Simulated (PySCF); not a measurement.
**CH₁₀Si₃: NMR shifts at several levels of theory, part 1 of 2**

How much do the NMR shifts of CH₁₀Si₃ (`[SiH3]C([SiH3])[SiH3]`) depend on the level of theory, and what does each level cost?

Programs: PySCF 2.14.0, with density-fitted response routines of our own. Each step states its level of theory. These are calculated values for one molecule in the gas phase, unless marked as measured. Atoms count from 0, in the outputs and in this text.

## 1. The starting structure

14 atoms, charge 0, multiplicity 1; geometry from: GFN2-xTB. The atoms were then displaced at random by about 0.03 Å, so the start is not that level's minimum.

Bonds of the start (Å): Si0–C1 1.84, C1–Si2 1.87, C1–Si3 1.79, Si0–H4 1.43, Si0–H5 1.47, Si0–H6 1.53, C1–H7 1.10, Si2–H8 1.54, Si2–H9 1.41, Si2–H10 1.50, Si3–H11 1.49, Si3–H12 1.62, Si3–H13 1.46.

## 2. Relaxing the molecule at PBE0-D3(BJ)/def2-SVP

What the job is given:

```
{"job": {"xc": "PBE0", "basis": "def2-SVP", "d3": "d3bj", "grid": 1, "shake": 0.03, "kind": "geom"}, "charge": 0, "multiplicity": 1}
Si     0.100900     1.642090    -0.758370
C      0.024010     0.130500     0.290030
Si     1.482800    -0.977270    -0.076590
Si    -1.500920    -0.804710     0.180670
H      1.273120     2.451820    -0.594300
H     -0.090540     1.386430    -2.195510
H     -1.057790     2.573990    -0.395310
H      0.183040     0.493940     1.319730
H      2.778600    -0.231770     0.307640
H      1.548480    -1.382510    -1.427350
H      1.464490    -2.176810     0.819780
H     -1.588080    -1.893800     1.197940
H     -2.813600     0.110700     0.453150
H     -1.825300    -1.367370    -1.127600
```

On the command line:

```console
OMP_NUM_THREADS=1 python probes_run.py task.json out
```

This one command runs all jobs of the session in turn.

The log of the run:

```text
step   0  E = -911.85513434  max force = 0.070004
step   1  E = -911.87253535  max force = 0.011401
step   2  E = -911.87342822  max force = 0.004633
step   3  E = -911.87353571  max force = 0.001673
step   4  E = -911.87356386  max force = 0.000440
step   5  E = -911.87357340  max force = 0.000340
optimisation converged
```

It took 29 s on 1 thread of Arm Neoverse V2, shared host; peak memory 0.49 GiB.

The steps of the relaxation:

```csv
step,energy from step 0 (eV),largest force component (eV/Å)
0,0.0000,3.5998
1,-0.4735,0.5863
2,-0.4978,0.2382
3,-0.5007,0.0860
4,-0.5015,0.0226
5,-0.5018,0.0175
```

Close pairs (by a distance rule), those that changed most:

```csv
bond,before (Å),after (Å),change (Å)
Si3–H12,1.623,1.496,-0.128
C1–Si3,1.792,1.887,+0.095
Si2–H9,1.412,1.495,+0.083
Si0–H4,1.434,1.495,+0.061
Si2–H8,1.544,1.496,-0.048
Si0–C1,1.841,1.886,+0.045
Si0–H6,1.531,1.496,-0.035
Si3–H13,1.461,1.495,+0.035
```

The end geometry stands in the next job.

```csv
at the end point,value
"rotational constants (GHz, main isotopes)","2.815, 2.800, 1.524"
dipole moment (D),0.69
```

## 3. Shielding tensors: HF/pcSseg-1

What the job is given:

```
{"job": {"kind": "nmr", "xc": "HF", "basis": "pcSseg-1", "pop": false}, "charge": 0, "multiplicity": 1}
Si     0.045142     1.693533    -0.760499
C      0.037688     0.145965     0.318256
Si     1.525014    -0.959298    -0.032707
Si    -1.592008    -0.797422     0.200724
H      1.323987     2.448644    -0.585172
H     -0.086512     1.310616    -2.199737
H     -1.094859     2.591444    -0.398996
H      0.133991     0.488542     1.366497
H      2.797850    -0.227177     0.250913
H      1.524361    -1.371517    -1.469627
H      1.479564    -2.192890     0.812180
H     -1.619933    -1.916715     1.191636
H     -2.746889     0.113436     0.471177
H     -1.748186    -1.371930    -1.170736
```

Method: GIAO HF/pcSseg-1 NMR shielding, non-relativistic, gas phase.

The log of the run:

```text
final grid: 100712 points
cycle   1  E = -910.3711468293  dE = -2.157e-01  |g| = 3.369e-01  |ddm| = 3.088e+00
cycle   2  E = -910.4228200034  dE = -5.167e-02  |g| = 9.052e-02  |ddm| = 5.424e-01
cycle   3  E = -910.4269374006  dE = -4.117e-03  |g| = 2.781e-02  |ddm| = 1.882e-01
cycle   4  E = -910.4272141264  dE = -2.767e-04  |g| = 6.282e-03  |ddm| = 5.382e-02
cycle   5  E = -910.4272282955  dE = -1.417e-05  |g| = 1.773e-03  |ddm| = 1.203e-02
cycle   6  E = -910.4272298778  dE = -1.582e-06  |g| = 4.092e-04  |ddm| = 4.622e-03
cycle   7  E = -910.4272299970  dE = -1.191e-07  |g| = 7.167e-05  |ddm| = 1.363e-03
cycle   8  E = -910.4272300009  dE = -3.906e-09  |g| = 1.324e-05  |ddm| = 2.024e-04
cycle   9  E = -910.4272300010  dE = -1.171e-10  |g| = 3.095e-06  |ddm| = 3.596e-05
converged SCF energy = -910.4272300010

GIAO shielding tensors (ppm)
atom      isotropic    diamagn.    paramagn.     s11        s22        s33       span
  0 Si     448.315     876.002    -427.687    414.843    430.368    499.735     84.892
  1 C      217.480     266.425     -48.945    209.043    209.321    234.077     25.035
  2 Si     448.511     876.077    -427.567    416.173    429.497    499.861     83.688
  3 Si     448.402     876.096    -427.694    413.607    432.267    499.331     85.725
  4 H       27.842      29.061      -1.218     24.024     25.951     33.553      9.529
  5 H       28.016      29.279      -1.263     24.752     26.096     33.200      8.448
  6 H       27.830      29.072      -1.242     24.018     25.909     33.563      9.545
  7 H       33.145      34.345      -1.200     28.197     28.295     42.943     14.746
  8 H       27.826      29.111      -1.285     24.040     25.840     33.599      9.559
  9 H       28.022      29.349      -1.327     24.752     26.120     33.195      8.443
 10 H       27.849      29.114      -1.266     24.007     26.015     33.525      9.518
 11 H       27.827      29.139      -1.312     24.035     25.858     33.587      9.552
 12 H       27.846      29.151      -1.306     23.999     26.012     33.526      9.527
 13 H       28.023      29.347      -1.324     24.744     26.115     33.209      8.465
```

Wall time 5.1 s (1 thread of Arm Neoverse V2, shared host); peak memory 0.71 GiB.

The references, computed at this level on geometries of the same kind, shield at (ppm): 1H TMS 31.69, 13C TMS 190.8, 29Si TMS 393.4. Their shielding less the atom's gives the shift. The references are single molecules in the gas phase. Atoms listed in one row are averaged.

```csv
atoms,environment,σ (ppm),δ (ppm)
C1,sp3 CH bonded to 3 Si,217.5,-26.6
"H4, H5, H6, H8, H9 and 4 more",hydrogen on a silicon bonded to C,27.90,3.79
H7,hydrogen on an sp3 CH bonded to 3 Si,33.15,-1.46
"Si0, Si2, Si3","silicon bonded to C, 3 H",448.4,-55.0
```

## 4. NMR shieldings: LDA/pcSseg-1

Same as in step 3 but for these lines:

```diff
@@ -1,2 +1,2 @@
-{"job": {"kind": "nmr", "xc": "HF", "basis": "pcSseg-1", "pop": false}, "charge": 0, "multiplicity": 1}
+{"job": {"kind": "nmr", "xc": "LDA", "basis": "pcSseg-1", "pop": false}, "charge": 0, "multiplicity": 1}
 Si     0.045142     1.693533    -0.760499
```

With the program's defaults for keys left out, this is: GIAO LDA/pcSseg-1 NMR shielding, non-relativistic, gas phase.

The log of the run:

```text
coarse grid: 12160 points
cycle   1  E = -908.5739263430  dE = -1.743e-01  |g| = 4.961e-01  |ddm| = 3.256e+00
cycle   2  E = -908.4087750364  dE =  1.652e-01  |g| = 8.798e-01  |ddm| = 1.344e+00
cycle   3  E = -908.6318584097  dE = -2.231e-01  |g| = 1.121e-01  |ddm| = 1.077e+00
cycle   4  E = -908.6357446835  dE = -3.886e-03  |g| = 1.413e-02  |ddm| = 1.624e-01
cycle   5  E = -908.6357928860  dE = -4.820e-05  |g| = 5.670e-03  |ddm| = 2.933e-02
cycle   6  E = -908.6358048879  dE = -1.200e-05  |g| = 6.730e-04  |ddm| = 1.020e-02
cycle   7  E = -908.6358050352  dE = -1.473e-07  |g| = 9.820e-05  |ddm| = 1.202e-03
final grid: 100712 points
cycle   8  E = -908.6392926292  dE = -8.637e-06  |g| = 7.651e-04  |ddm| = 1.567e-02
cycle   9  E = -908.6392924775  dE =  1.517e-07  |g| = 1.104e-03  |ddm| = 2.392e-03
cycle  10  E = -908.6392928196  dE = -3.422e-07  |g| = 2.623e-04  |ddm| = 1.374e-03
cycle  11  E = -908.6392928388  dE = -1.915e-08  |g| = 7.687e-05  |ddm| = 4.145e-04
cycle  12  E = -908.6392928407  dE = -1.962e-09  |g| = 1.048e-05  |ddm| = 1.132e-04
cycle  13  E = -908.6392928408  dE = -3.320e-11  |g| = 2.553e-06  |ddm| = 1.894e-05
converged SCF energy = -908.6392928408

GIAO shielding tensors (ppm)
atom      isotropic    diamagn.    paramagn.     s11        s22        s33       span
  0 Si     386.484     881.530    -495.046    343.228    358.006    458.218    114.990
  1 C      202.978     259.791     -56.813    194.783    195.081    219.069     24.286
  2 Si     386.858     881.592    -494.734    345.566    356.649    458.358    112.792
  3 Si     386.428     881.597    -495.169    340.997    360.674    457.613    116.616
  4 H       26.429      28.334      -1.905     22.735     24.547     32.005      9.270
  5 H       26.710      28.712      -2.002     23.704     24.916     31.510      7.806
  6 H       26.427      28.359      -1.933     22.732     24.517     32.032      9.300
  7 H       31.455      32.349      -0.893     26.920     27.053     40.393     13.473
  8 H       26.418      28.394      -1.976     22.749     24.448     32.056      9.307
  9 H       26.719      28.777      -2.058     23.697     24.950     31.509      7.812
 10 H       26.441      28.385      -1.944     22.721     24.609     31.994      9.273
 11 H       26.422      28.432      -2.011     22.743     24.477     32.044      9.301
 12 H       26.441      28.420      -1.979     22.714     24.615     31.994      9.279
 13 H       26.709      28.761      -2.052     23.689     24.924     31.513      7.824
```

Wall time 12 s (1 thread of Arm Neoverse V2, shared host); peak memory 0.61 GiB.

Key values: δ C1 -22.3, Si0 -68.2, H4 4.30, H7 -0.63 ppm (means over like atoms).

## 5. Nuclear shieldings: PBE/pcSseg-1

Same as in step 4 but for these lines:

```diff
@@ -1,2 +1,2 @@
-{"job": {"kind": "nmr", "xc": "LDA", "basis": "pcSseg-1", "pop": false}, "charge": 0, "multiplicity": 1}
+{"job": {"kind": "nmr", "xc": "PBE", "basis": "pcSseg-1", "pop": false}, "charge": 0, "multiplicity": 1}
 Si     0.045142     1.693533    -0.760499
```

With the program's defaults for keys left out, this is: GIAO PBE/pcSseg-1 NMR shielding, non-relativistic, gas phase.

The log of the run:

```text
coarse grid: 12160 points
cycle   1  E = -911.9405560640  dE = -1.838e-01  |g| = 4.769e-01  |ddm| = 3.271e+00
cycle   2  E = -911.8126896755  dE =  1.279e-01  |g| = 8.015e-01  |ddm| = 1.227e+00
cycle   3  E = -911.9950745915  dE = -1.824e-01  |g| = 1.097e-01  |ddm| = 9.653e-01
cycle   4  E = -911.9989800503  dE = -3.905e-03  |g| = 1.587e-02  |ddm| = 1.657e-01
cycle   5  E = -911.9990463106  dE = -6.626e-05  |g| = 4.703e-03  |ddm| = 2.991e-02
cycle   6  E = -911.9990538642  dE = -7.554e-06  |g| = 7.095e-04  |ddm| = 8.056e-03
final grid: 100712 points
cycle   7  E = -912.0288411150  dE = -4.851e-06  |g| = 6.819e-03  |ddm| = 1.835e-02
cycle   8  E = -912.0288037670  dE =  3.735e-05  |g| = 1.336e-02  |ddm| = 1.959e-02
cycle   9  E = -912.0288528487  dE = -4.908e-05  |g| = 6.613e-04  |ddm| = 1.369e-02
cycle  10  E = -912.0288529214  dE = -7.277e-08  |g| = 6.946e-05  |ddm| = 6.688e-04
cycle  11  E = -912.0288529230  dE = -1.558e-09  |g| = 1.701e-05  |ddm| = 1.318e-04
cycle  12  E = -912.0288529231  dE = -9.550e-11  |g| = 3.629e-06  |ddm| = 2.824e-05
converged SCF energy = -912.0288529231

GIAO shielding tensors (ppm)
atom      isotropic    diamagn.    paramagn.     s11        s22        s33       span
  0 Si     399.534     880.843    -481.309    360.463    374.377    463.760    103.297
  1 C      202.140     260.287     -58.147    194.177    194.467    217.776     23.599
  2 Si     399.864     880.907    -481.043    362.500    373.215    463.876    101.377
  3 Si     399.506     880.916    -481.411    358.551    376.735    463.231    104.681
  4 H       26.967      28.901      -1.933     23.351     25.125     32.427      9.076
  5 H       27.234      29.279      -2.045     24.264     25.457     31.980      7.716
  6 H       26.964      28.924      -1.960     23.350     25.094     32.448      9.098
  7 H       31.942      32.967      -1.025     27.492     27.617     40.718     13.226
  8 H       26.957      28.958      -2.002     23.368     25.025     32.476      9.108
  9 H       27.241      29.345      -2.103     24.257     25.489     31.978      7.722
 10 H       26.978      28.960      -1.982     23.335     25.187     32.411      9.076
 11 H       26.960      29.000      -2.040     23.363     25.054     32.463      9.100
 12 H       26.977      28.989      -2.013     23.328     25.191     32.411      9.082
 13 H       27.234      29.335      -2.101     24.250     25.467     31.985      7.736
```

Run time: 14 s. Hardware: 1 thread of Arm Neoverse V2, shared host; peak memory 0.61 GiB.

In short: δ C1 -22.1, Si0 -65.0, H4 4.14, H7 -0.75 ppm (means over like atoms).

## 6. Nuclear shieldings: BLYP/pcSseg-1

Same as in step 5 but for these lines:

```diff
@@ -1,2 +1,2 @@
-{"job": {"kind": "nmr", "xc": "PBE", "basis": "pcSseg-1", "pop": false}, "charge": 0, "multiplicity": 1}
+{"job": {"kind": "nmr", "xc": "BLYP", "basis": "pcSseg-1", "pop": false}, "charge": 0, "multiplicity": 1}
 Si     0.045142     1.693533    -0.760499
```

Level: GIAO BLYP/pcSseg-1 NMR shielding, non-relativistic, gas phase.

The log of the run:

```text
coarse grid: 12160 points
cycle   1  E = -912.4063154856  dE = -1.864e-01  |g| = 5.248e-01  |ddm| = 3.291e+00
cycle   2  E = -912.2558186311  dE =  1.505e-01  |g| = 8.711e-01  |ddm| = 1.308e+00
cycle   3  E = -912.4709776437  dE = -2.152e-01  |g| = 1.287e-01  |ddm| = 1.053e+00
cycle   4  E = -912.4764384952  dE = -5.461e-03  |g| = 2.028e-02  |ddm| = 1.971e-01
cycle   5  E = -912.4765376241  dE = -9.913e-05  |g| = 5.850e-03  |ddm| = 3.585e-02
cycle   6  E = -912.4765487685  dE = -1.114e-05  |g| = 8.957e-04  |ddm| = 9.970e-03
cycle   7  E = -912.4765490607  dE = -2.922e-07  |g| = 2.439e-04  |ddm| = 1.944e-03
final grid: 100712 points
cycle   8  E = -912.5038804042  dE = -6.144e-06  |g| = 4.034e-03  |ddm| = 1.868e-02
cycle   9  E = -912.5038699226  dE =  1.048e-05  |g| = 7.256e-03  |ddm| = 1.189e-02
cycle  10  E = -912.5038843628  dE = -1.444e-05  |g| = 9.247e-04  |ddm| = 8.087e-03
cycle  11  E = -912.5038845642  dE = -2.014e-07  |g| = 9.223e-05  |ddm| = 9.911e-04
cycle  12  E = -912.5038845673  dE = -3.066e-09  |g| = 1.065e-05  |ddm| = 1.577e-04
cycle  13  E = -912.5038845673  dE = -4.047e-11  |g| = 3.994e-06  |ddm| = 2.459e-05
converged SCF energy = -912.5038845673

GIAO shielding tensors (ppm)
atom      isotropic    diamagn.    paramagn.     s11        s22        s33       span
  0 Si     389.120     880.463    -491.343    349.972    364.495    452.893    102.921
  1 C      195.886     259.520     -63.634    187.997    188.311    211.350     23.353
  2 Si     389.443     880.532    -491.089    351.968    363.358    453.001    101.033
  3 Si     389.129     880.540    -491.411    348.143    366.862    452.382    104.238
  4 H       27.246      29.191      -1.945     23.721     25.451     32.566      8.844
  5 H       27.511      29.682      -2.171     24.623     25.763     32.148      7.525
  6 H       27.242      29.215      -1.973     23.721     25.422     32.583      8.862
  7 H       32.187      33.144      -0.957     28.001     28.124     40.436     12.436
  8 H       27.237      29.250      -2.014     23.739     25.355     32.615      8.876
  9 H       27.518      29.750      -2.232     24.616     25.794     32.145      7.529
 10 H       27.254      29.259      -2.005     23.706     25.510     32.547      8.841
 11 H       27.240      29.299      -2.059     23.735     25.383     32.602      8.867
 12 H       27.253      29.281      -2.027     23.699     25.514     32.546      8.847
 13 H       27.512      29.739      -2.227     24.609     25.773     32.155      7.546
```

Wall time 15 s (1 thread of Arm Neoverse V2, shared host); peak memory 0.61 GiB.

This run: δ C1 -20.6, Si0 -65.8, H4 4.03, H7 -0.83 ppm (means over like atoms).

## 7. Nuclear shieldings: BP86/pcSseg-1

Same as in step 6 but for these lines:

```diff
@@ -1,2 +1,2 @@
-{"job": {"kind": "nmr", "xc": "BLYP", "basis": "pcSseg-1", "pop": false}, "charge": 0, "multiplicity": 1}
+{"job": {"kind": "nmr", "xc": "BP86", "basis": "pcSseg-1", "pop": false}, "charge": 0, "multiplicity": 1}
 Si     0.045142     1.693533    -0.760499
```

Method: GIAO BP86/pcSseg-1 NMR shielding, non-relativistic, gas phase.

The log of the run:

```text
coarse grid: 12160 points
cycle   1  E = -912.5547801955  dE = -1.857e-01  |g| = 4.746e-01  |ddm| = 3.271e+00
cycle   2  E = -912.4323611809  dE =  1.224e-01  |g| = 7.905e-01  |ddm| = 1.178e+00
cycle   3  E = -912.6087772516  dE = -1.764e-01  |g| = 1.084e-01  |ddm| = 9.269e-01
cycle   4  E = -912.6126143227  dE = -3.837e-03  |g| = 1.648e-02  |ddm| = 1.676e-01
cycle   5  E = -912.6126868512  dE = -7.253e-05  |g| = 4.419e-03  |ddm| = 2.982e-02
cycle   6  E = -912.6126932148  dE = -6.364e-06  |g| = 7.341e-04  |ddm| = 7.527e-03
final grid: 100712 points
cycle   7  E = -912.6426314204  dE = -1.208e-05  |g| = 2.627e-03  |ddm| = 1.740e-02
cycle   8  E = -912.6426290902  dE =  2.330e-06  |g| = 3.696e-03  |ddm| = 5.664e-03
cycle   9  E = -912.6426326107  dE = -3.521e-06  |g| = 9.022e-04  |ddm| = 4.290e-03
cycle  10  E = -912.6426327776  dE = -1.669e-07  |g| = 1.726e-04  |ddm| = 1.120e-03
cycle  11  E = -912.6426327880  dE = -1.034e-08  |g| = 1.216e-05  |ddm| = 2.617e-04
cycle  12  E = -912.6426327880  dE = -2.865e-11  |g| = 4.725e-06  |ddm| = 2.091e-05
converged SCF energy = -912.6426327880

GIAO shielding tensors (ppm)
atom      isotropic    diamagn.    paramagn.     s11        s22        s33       span
  0 Si     398.082     880.818    -482.736    359.397    373.282    461.565    102.168
  1 C      201.556     260.771     -59.215    193.833    194.122    216.713     22.880
  2 Si     398.405     880.884    -482.479    361.407    372.134    461.675    100.268
  3 Si     398.056     880.893    -482.837    357.518    375.614    461.036    103.518
  4 H       27.046      28.961      -1.915     23.435     25.208     32.494      9.059
  5 H       27.297      29.361      -2.065     24.321     25.527     32.042      7.720
  6 H       27.041      28.983      -1.942     23.435     25.175     32.514      9.078
  7 H       32.028      33.059      -1.031     27.639     27.761     40.685     13.046
  8 H       27.035      29.019      -1.984     23.454     25.109     32.542      9.088
  9 H       27.304      29.428      -2.124     24.315     25.558     32.040      7.724
 10 H       27.055      29.021      -1.966     23.420     25.268     32.478      9.058
 11 H       27.038      29.062      -2.024     23.449     25.136     32.529      9.080
 12 H       27.054      29.050      -1.996     23.413     25.272     32.478      9.064
 13 H       27.298      29.419      -2.121     24.308     25.537     32.048      7.741
```

Wall time 14 s (1 thread of Arm Neoverse V2, shared host); peak memory 0.61 GiB.

This run: δ C1 -21.8, Si0 -64.3, H4 4.14, H7 -0.76 ppm (means over like atoms).

## 8. NMR shieldings: OPBE/pcSseg-1

Same as in step 7 but for these lines:

```diff
@@ -1,2 +1,2 @@
-{"job": {"kind": "nmr", "xc": "BP86", "basis": "pcSseg-1", "pop": false}, "charge": 0, "multiplicity": 1}
+{"job": {"kind": "nmr", "xc": "OPBE", "basis": "pcSseg-1", "pop": false}, "charge": 0, "multiplicity": 1}
 Si     0.045142     1.693533    -0.760499
```

With the program's defaults for keys left out, this is: GIAO OPBE/pcSseg-1 NMR shielding, non-relativistic, gas phase.

The log of the run:

```text
coarse grid: 12160 points
cycle   1  E = -912.3443174927  dE = -2.159e-01  |g| = 3.932e-01  |ddm| = 3.290e+00
cycle   2  E = -912.2635872364  dE =  8.073e-02  |g| = 6.526e-01  |ddm| = 1.106e+00
cycle   3  E = -912.3861217864  dE = -1.225e-01  |g| = 7.325e-02  |ddm| = 7.909e-01
cycle   4  E = -912.3879717988  dE = -1.850e-03  |g| = 1.241e-02  |ddm| = 1.183e-01
cycle   5  E = -912.3880207475  dE = -4.895e-05  |g| = 2.981e-03  |ddm| = 2.497e-02
cycle   6  E = -912.3880236720  dE = -2.925e-06  |g| = 4.443e-04  |ddm| = 5.103e-03
final grid: 100712 points
cycle   7  E = -912.4102297190  dE = -1.132e-04  |g| = 1.046e-02  |ddm| = 3.579e-02
cycle   8  E = -912.4102199959  dE =  9.723e-06  |g| = 8.747e-03  |ddm| = 1.297e-02
cycle   9  E = -912.4102316226  dE = -1.163e-05  |g| = 5.051e-03  |ddm| = 1.312e-02
cycle  10  E = -912.4102387628  dE = -7.140e-06  |g| = 1.079e-04  |ddm| = 5.447e-03
cycle  11  E = -912.4102387660  dE = -3.132e-09  |g| = 5.509e-05  |ddm| = 2.402e-04
cycle  12  E = -912.4102387670  dE = -9.818e-10  |g| = 5.598e-06  |ddm| = 8.448e-05
converged SCF energy = -912.4102387670

GIAO shielding tensors (ppm)
atom      isotropic    diamagn.    paramagn.     s11        s22        s33       span
  0 Si     420.931     880.963    -460.032    385.970    398.605    478.219     92.249
  1 C      208.341     261.788     -53.447    200.688    200.958    223.378     22.690
  2 Si     421.235     881.026    -459.791    387.747    397.633    478.323     90.576
  3 Si     420.888     881.040    -460.152    384.277    400.634    477.754     93.477
  4 H       27.043      28.916      -1.872     23.386     25.191     32.552      9.166
  5 H       27.285      29.165      -1.880     24.251     25.484     32.122      7.871
  6 H       27.039      28.932      -1.893     23.387     25.156     32.573      9.186
  7 H       31.925      33.143      -1.217     27.226     27.343     41.207     13.982
  8 H       27.032      28.965      -1.933     23.412     25.085     32.601      9.190
  9 H       27.293      29.231      -1.938     24.243     25.516     32.120      7.877
 10 H       27.053      28.974      -1.922     23.367     25.256     32.535      9.169
 11 H       27.035      29.005      -1.970     23.404     25.112     32.588      9.184
 12 H       27.051      29.007      -1.956     23.358     25.258     32.535      9.177
 13 H       27.286      29.230      -1.943     24.238     25.495     32.127      7.889
```

It took 14 s on 1 thread of Arm Neoverse V2, shared host; peak memory 0.61 GiB.

In short: δ C1 -23.2, Si0 -60.7, H4 4.10, H7 -0.70 ppm (means over like atoms).

(Continued in part 2 of 2.)
